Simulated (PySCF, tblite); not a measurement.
# C₆H₇FNS radical: geometry, infrared bands and EPR parameters

Wanted: the infrared bands and EPR parameters of C₆H₇FNS radical (`FC(=C=S)[CH]NC1CC1`), by calculation.

Programs: tblite 0.8.0 and PySCF 2.14.0, with density-fitted response routines of our own. Each step states its level of theory. These are calculated values for one molecule in the gas phase, unless marked as measured. Atoms count from 0, in the outputs and in this text.

### Step 1. Starting geometry

16 atoms, charge 0, multiplicity 2; geometry from: force field or distance geometry start.

Bonds of the start (Å): F0–C1 1.37, C1–C2 1.33, C2–S3 1.59, C1–C4 1.47, C4–N5 1.45, N5–C6 1.46, C6–C7 1.52, C7–C8 1.50, C8–C6 1.52, C4–H9 1.11, N5–H10 1.06, C6–H11 1.09, C7–H12 1.13, C7–H13 1.11, C8–H14 1.09, C8–H15 1.12.

### Step 2. Optimising the geometry with GFN2-xTB

The job: settings as JSON, then the geometry in Å.

```
{"job": {"kind": "relax", "xc": "GFN2-xTB", "basis": "xTB"}, "charge": 0, "multiplicity": 2}
F      3.134100    -0.194600    -2.131200
C      2.474700     0.141900    -0.975200
C      3.223300     0.092900     0.121300
S      4.129500     0.042900     1.427100
C      1.052000     0.510200    -0.930600
N      0.323000    -0.130700     0.140300
C     -1.020900     0.438500     0.247600
C     -1.948600    -0.090200     1.329400
C     -2.101400    -0.571600    -0.083500
H      0.553000     0.309000    -1.901300
H      0.216800    -1.150400    -0.142100
H     -1.178300     1.494300     0.015900
H     -2.727000     0.616000     1.757500
H     -1.413600    -0.703100     2.086700
H     -1.814900    -1.609400    -0.245400
H     -2.909300    -0.145300    -0.727900
```

Run with:

```
$ OMP_NUM_THREADS=1 python probes_run.py task.json out
```

One launch serves the whole session: the jobs run in the order shown.

The log of the run:

```text
step      E/eV     max force
  0    -738.21704    2.943
  1    -738.53229    2.154
  2    -738.77273    1.357
  3    -738.91631    0.902
  4    -739.05382    1.119
  5    -739.16009    1.215
  6    -739.27274    1.085
  7    -739.35033    0.931
  8    -739.44699    0.790
  9    -739.51713    0.710
 10    -739.58857    0.838
 11    -739.63694    0.511
 12    -739.65233    1.325
 13    -739.69354    0.407
 14    -739.71979    0.377
 15    -739.75207    0.393
 16    -739.76534    0.341
 17    -739.78083    0.299
 18    -739.79403    0.273
 19    -739.80324    0.257
 20    -739.81421    0.233
 21    -739.82182    0.231
 22    -739.82862    0.205
 23    -739.83405    0.204
 24    -739.83913    0.192
 25    -739.84382    0.184
 26    -739.84836    0.165
 27    -739.85223    0.151
 28    -739.85530    0.137
 29    -739.85839    0.158
 30    -739.86292    0.221
 31    -739.86906    0.298
 32    -739.87606    0.303
 33    -739.88241    0.246
 34    -739.88794    0.220
 35    -739.89368    0.391
 36    -739.90393    0.337
 37    -739.91963    0.429
 38    -739.92862    0.415
 39    -739.93452    0.309
 40    -739.94098    0.242
 41    -739.95129    0.318
 42    -739.95720    0.423
 43    -739.96764    0.373
 44    -739.97486    0.331
 45    -739.98349    0.218
 46    -739.98942    0.302
 47    -739.99709    0.268
 48    -740.00265    0.269
 49    -740.00604    0.161
 50    -740.00920    0.115
 51    -740.01219    0.129
 52    -740.01495    0.162
 53    -740.01778    0.150
 54    -740.02093    0.146
 55    -740.02409    0.190
 56    -740.02685    0.177
 57    -740.02903    0.144
 58    -740.03077    0.095
 59    -740.03208    0.077
 60    -740.03302    0.087
 61    -740.03384    0.092
 62    -740.03471    0.075
 63    -740.03553    0.068
 64    -740.03631    0.094
 65    -740.03724    0.129
 66    -740.03847    0.149
 67    -740.03975    0.131
 68    -740.04068    0.090
 69    -740.04130    0.064
 70    -740.04197    0.067
 71    -740.04291    0.084
 72    -740.04397    0.083
 73    -740.04493    0.083
 74    -740.04581    0.076
 75    -740.04682    0.072
 76    -740.04795    0.074
 77    -740.04883    0.056
 78    -740.04935    0.056
 79    -740.04979    0.082
 80    -740.05035    0.096
 81    -740.05109    0.084
 82    -740.05169    0.054
 83    -740.05207    0.056
 84    -740.05236    0.053
 85    -740.05263    0.045
 86    -740.05288    0.053
 87    -740.05312    0.045
 88    -740.05339    0.062
 89    -740.05372    0.067
 90    -740.05414    0.080
 91    -740.05459    0.110
 92    -740.05506    0.079
 93    -740.05548    0.076
 94    -740.05587    0.062
 95    -740.05622    0.052
 96    -740.05665    0.062
 97    -740.05712    0.063
 98    -740.05773    0.084
 99    -740.05813    0.058
100    -740.05867    0.069
101    -740.05909    0.070
102    -740.05981    0.077
103    -740.06082    0.101
104    -740.06189    0.101
105    -740.06268    0.098
106    -740.06331    0.089
107    -740.06409    0.092
108    -740.06524    0.114
109    -740.06645    0.126
110    -740.06724    0.070
111    -740.06742    0.076
112    -740.06771    0.037
113    -740.06785    0.033
114    -740.06815    0.042
115    -740.06846    0.047
116    -740.06870    0.052
117    -740.06897    0.036
118    -740.06926    0.044
119    -740.06962    0.049
120    -740.07006    0.058
121    -740.07063    0.062
122    -740.07143    0.069
123    -740.07248    0.099
124    -740.07374    0.124
125    -740.07566    0.109
126    -740.07715    0.134
127    -740.07969    0.283
128    -740.08126    0.153
129    -740.08317    0.133
130    -740.08508    0.303
131    -740.08711    0.224
132    -740.09111    0.159
133    -740.09386    0.179
134    -740.09680    0.243
135    -740.09797    0.143
136    -740.09920    0.140
137    -740.09990    0.118
138    -740.10041    0.079
139    -740.10099    0.059
140    -740.10134    0.037
141    -740.10164    0.050
142    -740.10201    0.040
143    -740.10234    0.050
144    -740.10264    0.044
145    -740.10291    0.034
146    -740.10313    0.063
147    -740.10333    0.049
148    -740.10344    0.022
149    -740.10350    0.028
150    -740.10358    0.027
151    -740.10364    0.028
152    -740.10368    0.021
153    -740.10370    0.018
154    -740.10372    0.014
155    -740.10374    0.010
156    -740.10375    0.006
```

Wall time 1.9 s (1 thread of Arm Neoverse N1, shared host); peak memory 0.18 GiB.

The steps of the relaxation: (not every step is listed)

```csv
step,energy from step 0 (eV),largest force (eV/Å)
0,0.0000,2.9432
1,-0.3152,2.1535
2,-0.5557,1.3568
3,-0.6993,0.9024
4,-0.8368,1.1186
5,-0.9430,1.2155
6,-1.0557,1.0851
7,-1.1333,0.9314
8,-1.2300,0.7899
22,-1.6116,0.2047
36,-1.6869,0.3371
50,-1.7922,0.1152
64,-1.8193,0.0941
78,-1.8323,0.0556
92,-1.8380,0.0788
106,-1.8463,0.0888
120,-1.8530,0.0581
134,-1.8798,0.2427
148,-1.8864,0.0217
151,-1.8866,0.0276
152,-1.8866,0.0211
153,-1.8867,0.0177
154,-1.8867,0.0139
155,-1.8867,0.0099
156,-1.8867,0.0064
```

Distances of close pairs at the start and the end, largest changes first:

```csv
bond,before (Å),after (Å),change (Å)
C4–N5,1.445,1.327,-0.118
C1–C4,1.470,1.380,-0.090
C7–H12,1.135,1.078,-0.056
N5–C6,1.463,1.417,-0.047
C1–C2,1.329,1.374,+0.045
N5–H10,1.063,1.019,-0.044
C8–H15,1.118,1.078,-0.040
C7–H13,1.111,1.079,-0.032
```

The next job starts from the end point, and lists it.

### Step 3. Infrared spectrum with GFN2-xTB

The job: settings as JSON, then the geometry in Å.

```
{"job": {"kind": "ir", "xc": "GFN2-xTB", "basis": "xTB"}, "charge": 0, "multiplicity": 2}
F      3.229236     0.977657    -1.930387
C      2.512308     0.302322    -0.979397
C      3.197229    -0.537148    -0.134446
S      2.769989    -1.492586     1.079199
C      1.157474     0.563677    -0.983247
N      0.299691     0.002534    -0.140655
C     -1.095924     0.242947    -0.097052
C     -1.791469     0.209072     1.234082
C     -2.014199    -0.895935     0.245506
H      0.767121     1.264580    -1.710841
H      0.686280    -0.653646     0.537098
H     -1.417452     0.966768    -0.835130
H     -2.585962     0.916169     1.412013
H     -1.193238    -0.004760     2.106373
H     -1.565884    -1.855947     0.449267
H     -2.962800    -0.955267    -0.263796
```

The log of the run:

```text
mode    cm-1     km/mol
  1      35.4      0.60
  2      57.0      0.20
  3      82.1      0.98
  4     167.2      1.11
  5     188.0      3.77
  6     240.1      0.93
  7     305.6      0.02
  8     343.7      3.81
  9     357.8      3.80
 10     419.6      4.81
 11     444.9      2.10
 12     543.0      7.66
 13     592.4     66.57
 14     792.4      0.48
 15     834.2     25.22
 16     845.9     33.67
 17     850.2      2.09
 18     892.6      2.52
 19     956.5      5.38
 20    1014.0     34.14
 21    1067.6      1.08
 22    1068.4    122.43
 23    1071.4      2.64
 24    1075.1     23.59
 25    1146.0      0.33
 26    1171.7     19.17
 27    1203.4      3.53
 28    1246.2      6.40
 29    1267.7      1.76
 30    1296.5    123.83
 31    1393.1     47.48
 32    1427.3      1.89
 33    1462.9    323.68
 34    1475.8     10.39
 35    1604.8    396.18
 36    3050.3      5.48
 37    3056.1     13.25
 38    3099.4      6.76
 39    3101.0     14.69
 40    3108.1      2.86
 41    3125.2     32.96
 42    3237.3      0.64
```

It took 0.92 s on 1 thread of Arm Neoverse N1, shared host; peak memory 0.18 GiB.

The strongest bands and the atoms that carry them (share of the mass-weighted mode):

```csv
cm⁻¹,km/mol,atoms
592,66.6,"H10 71 %, N5 13 %, C4 11 %"
846,33.7,"C2 36 %, C4 24 %, S3 11 %"
1014,34.1,"C6 21 %, H13 18 %, H14 18 %, C8 13 %"
1068,122.4,"C1 45 %, F0 19 %, C2 13 %"
1296,123.8,"N5 18 %, C4 16 %, C1 14 %"
1393,47.5,"C6 27 %, C1 11 %"
1463,323.7,"C1 45 %, C2 45 %"
1605,396.2,"C4 49 %, N5 31 %"
```

### Step 4. g tensor and hyperfine couplings: B3LYP/pcH-1

The job, as its differences from that of step 3:

```diff
@@ -1,2 +1,2 @@
-{"job": {"kind": "ir", "xc": "GFN2-xTB", "basis": "xTB"}, "charge": 0, "multiplicity": 2}
+{"job": {"kind": "epr", "basis": "pcH-1"}, "charge": 0, "multiplicity": 2}
 F      3.229236     0.977657    -1.930387
```

Method: UKS B3LYP, pcH-1 on C F H N S, non-relativistic, mean-field spin-orbit, GIAO.

The log of the run:

```text
UKS, coarse grid
  cycle   1  E = -785.47234354  |g| = 4.20e-01
  cycle   2  E = -785.35613253  |g| = 6.83e-01
  cycle   3  E = -785.54027998  |g| = 1.30e-01
  cycle   4  E = -785.54598292  |g| = 7.30e-02
  cycle   5  E = -785.54859072  |g| = 2.29e-02
  cycle   6  E = -785.54882904  |g| = 8.51e-03
  cycle   7  E = -785.54886135  |g| = 4.43e-03
  cycle   8  E = -785.54887388  |g| = 1.80e-03
  cycle   9  E = -785.54887687  |g| = 6.79e-04
UKS, final grid
  cycle   1  E = -785.54886250  |g| = 7.43e-04
  cycle   2  E = -785.54886233  |g| = 1.06e-03
  cycle   3  E = -785.54886290  |g| = 3.12e-04
  cycle   4  E = -785.54886296  |g| = 9.68e-05
  cycle   5  E = -785.54886299  |g| = 7.56e-05
  cycle   6  E = -785.54886300  |g| = 2.78e-05
E = -785.54886300 Eh   <S^2> = 0.7566 (exact 0.7500)
g shifts (ppm)      1          2          3
  rmc          -191       -191       -191
  gc             42          8        -36
  oz_so      -10934        142       6461
  total      -11083        -41       6234
hyperfine (MHz)  atom isotope    a_iso     a_fc   dipolar eigenvalues
    0   19F      78.26      78.17    -26.44    -16.99     43.43
    1   13C       7.21       7.33    -10.52     -6.95     17.47
    2   13C     287.92     288.63    -56.84    -48.42    105.26
    3   33S      16.98      17.39    -35.83    -32.05     67.88
    4   13C      27.76      27.61     -3.93     -1.37      5.30
    5   14N      -0.61      -0.63     -2.79      0.60      2.18
    6   13C       1.74       1.74     -0.24     -0.06      0.30
    7   13C      -0.86      -0.86     -0.40      0.03      0.37
    8   13C      -0.92      -0.92     -0.40      0.04      0.36
    9    1H      28.32      28.28     -1.90     -0.78      2.67
   10    1H      -2.10      -2.07     -6.46     -1.42      7.88
   11    1H       0.38       0.38     -0.64     -0.46      1.10
   12    1H      -0.28      -0.28     -0.31     -0.27      0.58
   13    1H       0.12       0.11     -0.84     -0.68      1.52
   14    1H       0.12       0.12     -0.83     -0.66      1.48
   15    1H      -0.30      -0.30     -0.31     -0.26      0.57
```

Run time: 3.4 min. Hardware: 1 thread of Arm Neoverse N1, shared host; peak memory 1.1 GiB.

Principal g values 1.99124, 2.00228, 2.00855; g(iso) = 2.00069, against 2.00232 for a free electron.

Mean a(iso) over the nuclei that a row names, and the largest dipolar term of the row (other rows stand at the frozen geometry):

```csv
nuclei,isotope,a(iso) (MHz),"a(iso) (G, at g = 2.0023)",largest dipolar term (MHz)
C2,13C,287.9,102.7,105.3
F0,19F,78.3,27.9,43.4
H9,1H,28.3,10.1,2.7
C4,13C,27.8,9.9,5.3
S3,33S,17.0,6.1,67.9
C1,13C,7.2,2.6,17.5
H10,1H,-2.1,-0.8,7.9
C6,13C,1.7,0.6,0.3
"C7, C8",13C,-0.9,-0.3,-0.4
N5,14N,-0.6,-0.2,-2.8
H11,1H,0.4,0.1,1.1
"H12, H15",1H,-0.3,-0.1,0.6
"H13, H14",1H,0.1,0.0,1.5
```

Mulliken spin populations:

F0 0.01; C1 -0.01; C2 0.63; S3 0.35; C4 0.00; N5 -0.01; C6 0.00; C7 0.00; C8 0.00; H9 0.01; H10 0.02; H11 0.00; H12 0.00; H13 0.00; H14 0.00; H15 0.00

In first order the couplings over 0.8 MHz of 19F, 1H give 8 distinct lines over 38.8 G, if the averaged nuclei exchange fast; the same motion can average rows kept apart here too.

The fields below are evaluated on a grid from the run's orbitals.

ELF in a plane through or near 10 of the atoms.

Values, 10 rows by 14 columns:
```
0.00 0.00 0.00 0.00 0.00 0.00 0.00 0.00 0.00 0.00 0.00 0.00 0.00 0.00
0.00 0.00 0.00 0.00 0.00 0.00 0.00 0.00 0.00 0.00 0.00 0.00 0.00 0.00
0.00 0.00 0.01 0.07 0.00 0.93 0.44 0.02 0.80 0.04 0.00 0.00 0.00 0.00
0.00 0.01 0.50 0.86 0.04 0.99 0.79 0.50 1.00 0.23 0.00 0.00 0.00 0.00
0.00 0.02 0.79 0.73 0.48 0.34 0.72 0.64 0.15 0.13 0.05 0.01 0.00 0.00
0.00 0.00 0.04 0.53 0.65 0.16 0.61 0.64 0.41 0.89 0.53 0.02 0.00 0.00
0.00 0.07 0.88 0.84 0.83 0.54 0.48 0.38 0.03 0.15 0.17 0.01 0.00 0.00
0.00 0.00 0.07 0.36 0.56 0.24 0.67 0.02 0.00 0.00 0.00 0.00 0.00 0.00
0.00 0.00 0.06 0.68 0.92 0.74 0.23 0.01 0.00 0.00 0.00 0.00 0.00 0.00
0.00 0.00 0.00 0.09 0.22 0.07 0.00 0.00 0.00 0.00 0.00 0.00 0.00 0.00
```
The map spans 12.6 Å across and 10.1 Å up, centred on the molecule. Atoms in the plane (x, y in Å): F0 (-3.7, 1.2), C1 (-2.7, 0.3), C2 (-3.1, -1.1), S3 (-2.2, -2.4), C4 (-1.4, 0.8), N5 (-0.3, 0.1), C6 (1.0, 0.6), H9 (-1.3, 1.9), H10 (-0.5, -1.0), H11 (1.0, 1.6).

log10 of the density (e/Å³) in the same plane.

Ten even steps from '0' (-4.0) to '9' (2.0):
```
0000000000000000000000000000
0000000000000000000000000000
0000000000000000000000000000
0000000011221111110000000000
0001233223443233332100000000
0002444434554344443210000000
0024567545675456654321000000
0024688656675556654332100000
0024677667886667765543210000
0013456786667976766654310000
0013456776567766667654310000
0023456865456654556553210000
1123456776555543444443200000
1113456676654433333332100000
1112345689664322222210000000
0002345677654321111100000000
0001234555543210000000000000
0000123444432100000000000000
0000012333221000000000000000
0000000111100000000000000000
```
The map spans 12.6 Å across and 10.1 Å up, centred on the molecule. Atoms in the plane (x, y in Å): F0 (-3.7, 1.2), C1 (-2.7, 0.3), C2 (-3.1, -1.1), S3 (-2.2, -2.4), C4 (-1.4, 0.8), N5 (-0.3, 0.1), C6 (1.0, 0.6), H9 (-1.3, 1.9), H10 (-0.5, -1.0), H11 (1.0, 1.6).

On the surface of density 0.002 e/bohr³ the electrostatic potential runs, from the 1st to the 99th percentile, from -1.28 V near F0 to 1.75 V near H9.

The spin density lies nearest to C2 53 %; S3 31 %.

### Step 5. Results

```
                                                                  quantity                  value
                                 strongest single infrared mode (GFN2-xTB)  1605 cm⁻¹, 396 km/mol
                                              zero-point energy (GFN2-xTB)          72.5 kcal/mol
                                                            g(iso) (B3LYP)                2.00069
                                                                      ⟨S²⟩     0.757 (exact 0.75)
                                        largest a(iso) (averaged by class)   13C on C2, 287.9 MHz
potential on the surface of density 0.002 e/bohr³, 1st and 99th percentile     -1.28 V and 1.75 V
```

What this shows: Over 156 steps the energy fell by 1.887 eV; of the close pairs, C4–N5 changed most, 1.445 to 1.327 Å. All 42 modes are real, so the xTB geometry is a minimum. The strongest single mode, at 1605 cm⁻¹, moves mainly C4 and N5. GFN2-xTB is a fitted tight-binding method: band positions and strengths are rough. Its intensities can rank the bands wrongly. C2 carries the largest spin population, 0.63 e. The isotropic g lies 1.6 ppt below the free-electron value.
